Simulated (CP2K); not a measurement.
**IPEA1-xTB run of C2H4BN (SMILES [H]/N=C1/BC1)**

What is the energy difference between two shapes of C2H4BN at IPEA1-xTB? The job is set up through an ASE script.

The results are computed with CP2K 2026.2.

2 further runs of the same task are left out: 1 that didn't finish, 1 set aside as unsound or not needed.

## (1) The system as given

C2H4BN: 8 atoms, total charge 0, spin state singlet. As SMILES, `[H]/N=C1/BC1`. The shape is that of a GFN2-xTB optimisation.

Bond lengths: N1–C2 1.253 Å, C2–B3 1.511 Å, C2–C4 1.498 Å, B3–C4 1.554 Å, N1–H5 1.025 Å, B3–H6 1.154 Å, C4–H7 1.085 Å, C4–H8 1.085 Å. Some angles: N1–C2–B3 154.8°, N1–C2–C4 143.0°, B3–C2–C4 62.2°, C2–B3–C4 58.5°, C2–C4–B3 59.3°, C2–N1–H5 115.5°, C2–B3–H6 152.9°, C4–B3–H6 148.6°, C2–C4–H7 117.3°, C2–C4–H8 117.4°.

## (2) Energy and gradient at IPEA1-xTB

calc.py

```python
import numpy as np
from ase import Atoms
from ase.calculators.cp2k import CP2K

atoms = Atoms(['N', 'C', 'B', 'C', 'H', 'H', 'H', 'H'],
              positions=[(-0.670960, 1.510480, -0.800880),
                         (-0.081780, 0.622290, -0.141390),
                         (0.919280, 0.104870, 0.865270),
                         (-0.009130, -0.857900, 0.074660),
                         (-1.388340, 1.174520, -1.450890),
                         (1.744620, 0.246450, 1.658710),
                         (0.347680, -1.464100, -0.750870),
                         (-0.861370, -1.336610, 0.545400)])
atoms.set_cell([11.1, 11.0, 11.1])
atoms.center()
inp = """
&FORCE_EVAL
  METHOD QS
  &DFT
    CHARGE 0
    MULTIPLICITY 1
    &QS
      METHOD XTB
      EPS_DEFAULT 1.0E-10
      &XTB
        GFN_TYPE TBLITE
        &TBLITE
          METHOD IPEA1
        &END TBLITE
        CHECK_ATOMIC_CHARGES F
      &END XTB
    &END QS
    &POISSON
      PERIODIC NONE
      POISSON_SOLVER ANALYTIC
    &END POISSON
    &SCF
      SCF_GUESS ATOMIC
      EPS_SCF 1.0E-06
      MAX_SCF 150
      ADDED_MOS 2
      &DIAGONALIZATION
        ALGORITHM STANDARD
      &END DIAGONALIZATION
      &MIXING
        METHOD DIRECT_P_MIXING
        ALPHA 0.4
      &END MIXING
    &END SCF
    &PRINT
      &MOMENTS
        PERIODIC F
        REFERENCE COM
        MAX_MOMENT 1
      &END MOMENTS
      &MO ON
        ENERGIES T
        OCCUPATION_NUMBERS T
        NDIGITS 6
        &EACH
          QS_SCF 0
        &END EACH
        ADD_LAST NUMERIC
      &END MO
      &HIRSHFELD OFF
      &END HIRSHFELD
    &END PRINT
  &END DFT
  &SUBSYS
  &END SUBSYS
&END FORCE_EVAL
"""
calculator = CP2K(command="cp2k.psmp -s", label="gas", inp=inp, basis_set=None, basis_set_file=None, potential_file=None, pseudo_potential=None, xc=None, cutoff=None, max_scf=None, charge=None, uks=False,
            force_eval_method=None, print_level="LOW", poisson_solver=None, stress_tensor=False)
atoms.calc = calculator
print("E / eV:", round(atoms.get_potential_energy(), 6))
forces = atoms.get_forces()
print(np.array2string(forces, precision=5, suppress_small=True))
print("largest force / (eV/A): %.4f" % np.linalg.norm(forces, axis=1).max())
```

Launch:

```console
$ OMP_NUM_THREADS=1 python calc.py
```

The program printed:

```text
E / eV: -334.856627
[[-0.23979  0.19539 -0.26266]
 [ 0.33854  1.06205  0.21431]
 [ 0.00959  0.11323 -0.01824]
 [-0.22627 -0.94761 -0.11408]
 [-0.20637  0.01386 -0.1903 ]
 [ 0.49827  0.08461  0.48201]
 [ 0.01154 -0.26244 -0.1589 ]
 [-0.18551 -0.25909  0.04785]]
largest force / (eV/A): 1.1351
```

gas.out:

```text
CP2K| version string:                                       CP2K version 2026.2
 CP2K| Input file name                                                   gas.inp

 GLOBAL| Basis set file name                                           BASIS_SET
 GLOBAL| Potential file name                                           POTENTIAL
 GLOBAL| Coordinate file name                                      __STD_INPUT__
 GLOBAL| Method name                                                        CP2K
 GLOBAL| Project name                                                        gas
 GLOBAL| Run type                                                   ENERGY_FORCE
 GLOBAL| FFT library                                                       FFTW3
 GLOBAL| Diagonalization library                                       ScaLAPACK
 GLOBAL| Global print level                                                  LOW
 GLOBAL| Total number of message passing processes                             1
 GLOBAL| Number of threads for this process                                    1
 GLOBAL| CPU model name                                                  UNKNOWN

 GENERATE|  Preliminary Number of Bonds generated:                             0
 GENERATE|  Achieved consistency in connectivity generation.

[... 3 lines left out ...]
 *** WARNING in qs_kind_types.F:2330 :: Information provided in the input ***
[... 5 lines left out ...]
 *** WARNING in qs_kind_types.F:2330 :: Information provided in the input ***
[... 80 lines left out ...]
  *** SCF run converged in    18 steps ***
[... 2 lines left out ...]
  Repulsive potential energy:                                   0.24437515530400
[... 1 line left out ...]
  Self-consistent dispersion energy:                            0.00000000000000
[... 2 lines left out ...]
  Electronic entropic energy:                                  -0.00000000000000
[... 2 lines left out ...]
  Total energy:                                               -12.30575514923520
[... 2 lines left out ...]
 TB_DIPOLE| Dipole type                                             non-periodic
[... 1 line left out ...]
 TB_DIPOLE| Moment [a.u.]          -0.14374200      -0.62325532      -0.07059679
[... 1 line left out ...]
 TB_DIPOLE| Derivative [a.u.]       0.00000000       0.00000000       0.00000000
[... 39 lines left out ...]
 -------------------------------------------------------------------------------
```

Run time: 0.74 s. Hardware: 1 thread of Arm Neoverse V2, shared host.

## (3) The distorted shape at the same level

job.py

```python
import numpy as np
from ase import Atoms
from ase.calculators.cp2k import CP2K

atoms = Atoms(['N', 'C', 'B', 'C', 'H', 'H', 'H', 'H'],
              positions=[(-0.670960, 1.510480, -0.800880),
                         (-0.181865, 0.674021, -0.242035),
                         (0.919280, 0.104870, 0.865270),
                         (-0.009130, -0.857900, 0.074660),
                         (-1.388340, 1.174520, -1.450890),
                         (1.744620, 0.246450, 1.658710),
                         (0.347680, -1.464100, -0.750870),
                         (-0.861370, -1.336610, 0.545400)])
atoms.set_cell([11.1, 11.0, 11.1])
atoms.center()
template = """
&FORCE_EVAL
 METHOD QS
 &DFT
  ! Quickstep
  &QS
   METHOD XTB
   EPS_DEFAULT 1.0E-10
   &XTB
    GFN_TYPE TBLITE
    &TBLITE
     METHOD IPEA1
    &END TBLITE
    CHECK_ATOMIC_CHARGES F
   &END XTB
  &END QS
  &POISSON
   PERIODIC NONE
   POISSON_SOLVER ANALYTIC
  &END POISSON
  ! SCF settings
  &SCF
   SCF_GUESS ATOMIC
   EPS_SCF 1.0E-06
   MAX_SCF 150
   ADDED_MOS 2
   &DIAGONALIZATION
    ALGORITHM STANDARD
   &END DIAGONALIZATION
   &MIXING
    METHOD DIRECT_P_MIXING
    ALPHA 0.4
   &END MIXING
  &END SCF
  ! extra output
  &PRINT
   &MOMENTS
    PERIODIC F
    REFERENCE COM
    MAX_MOMENT 1
   &END MOMENTS
   &MO ON
    ENERGIES T
    OCCUPATION_NUMBERS T
    NDIGITS 6
    &EACH
     QS_SCF 0
    &END EACH
    ADD_LAST NUMERIC
   &END MO
   &HIRSHFELD OFF
   &END HIRSHFELD
  &END PRINT
 &END DFT
 &SUBSYS
 &END SUBSYS
&END FORCE_EVAL
"""
cp2k = CP2K(command="cp2k.psmp -s", label="calc", inp=template, basis_set=None, basis_set_file=None, potential_file=None, pseudo_potential=None, xc=None, cutoff=None, max_scf=None, charge=None, uks=False,
            force_eval_method=None, print_level="LOW", poisson_solver=None, stress_tensor=False)
atoms.calc = cp2k
e = atoms.get_potential_energy()
f = atoms.get_forces()
print(f"energy = {e:.6f} eV")
print("forces (eV/angstrom):")
for s, v in zip(atoms.get_chemical_symbols(), f):
    print(f"{s:2s} {v[0]:10.5f} {v[1]:10.5f} {v[2]:10.5f}")
```

Launch:

```console
$ OMP_NUM_THREADS=1 python job.py
```

The program printed:

```text
energy = -333.349449 eV
forces (eV/angstrom):
N    -8.15236   12.21809   -9.13015
C    11.89249  -14.57093   12.91203
B    -2.32052    1.95336   -2.44326
C    -1.05256    0.49977   -1.02471
H    -0.91606    0.61417   -0.93373
H     0.55821   -0.07611    0.56626
H     0.09477   -0.31784   -0.07260
H    -0.10398   -0.32050    0.12617
```

calc.out:

```text
CP2K| version string:                                       CP2K version 2026.2
 CP2K| Input file name                                                  calc.inp

 GLOBAL| Basis set file name                                           BASIS_SET
 GLOBAL| Potential file name                                           POTENTIAL
 GLOBAL| Coordinate file name                                      __STD_INPUT__
 GLOBAL| Method name                                                        CP2K
 GLOBAL| Project name                                                       calc
 GLOBAL| Run type                                                   ENERGY_FORCE
 GLOBAL| FFT library                                                       FFTW3
 GLOBAL| Diagonalization library                                       ScaLAPACK
 GLOBAL| Global print level                                                  LOW
 GLOBAL| Total number of message passing processes                             1
 GLOBAL| Number of threads for this process                                    1
 GLOBAL| CPU model name                                                  UNKNOWN

 GENERATE|  Preliminary Number of Bonds generated:                             0
 GENERATE|  Achieved consistency in connectivity generation.

[... 3 lines left out ...]
 *** WARNING in qs_kind_types.F:2330 :: Information provided in the input ***
[... 5 lines left out ...]
 *** WARNING in qs_kind_types.F:2330 :: Information provided in the input ***
[... 78 lines left out ...]
  *** SCF run converged in    16 steps ***
[... 2 lines left out ...]
  Repulsive potential energy:                                   0.30867662221335
[... 1 line left out ...]
  Self-consistent dispersion energy:                            0.00000000000000
[... 2 lines left out ...]
  Electronic entropic energy:                                  -0.00000000000000
[... 2 lines left out ...]
  Total energy:                                               -12.25036736055007
[... 2 lines left out ...]
 TB_DIPOLE| Dipole type                                             non-periodic
[... 1 line left out ...]
 TB_DIPOLE| Moment [a.u.]          -0.23319465      -0.50121648      -0.16951267
[... 1 line left out ...]
 TB_DIPOLE| Derivative [a.u.]       0.00000000       0.00000000       0.00000000
[... 39 lines left out ...]
 -------------------------------------------------------------------------------
```

It took 0.74 s on 1 thread of Arm Neoverse V2, shared host.

## (4) Summary of results

Level: IPEA1-xTB.

| quantity | value |
| --- | --- |
| first shape: total energy | -12.30576 Eh |
| first shape: dipole moment (from atomic charges alone) | 1.64 D |
| first shape: HOMO energy | -11.01 eV |
| first shape: LUMO energy | -8.87 eV |
| first shape: HOMO–LUMO gap | 2.14 eV |
| distorted shape: total energy | -12.25037 Eh |
| distorted shape: dipole moment (from atomic charges alone) | 1.47 D |
| distorted shape: HOMO energy | -10.07 eV |
| distorted shape: LUMO energy | -8.20 eV |
| distorted shape: HOMO–LUMO gap | 1.88 eV |
| energy change with the atoms displaced | 1.507 eV |

In words: With the atoms displaced the energy rises by 1.51 eV (145 kJ/mol). The first shape isn't relaxed at this level, so the change isn't measured from a minimum. The dipole (first shape) comes from point charges on the atoms alone, without atomic dipoles, so it is partial. The dipole (distorted shape) comes from point charges on the atoms alone, without atomic dipoles, so it is partial.
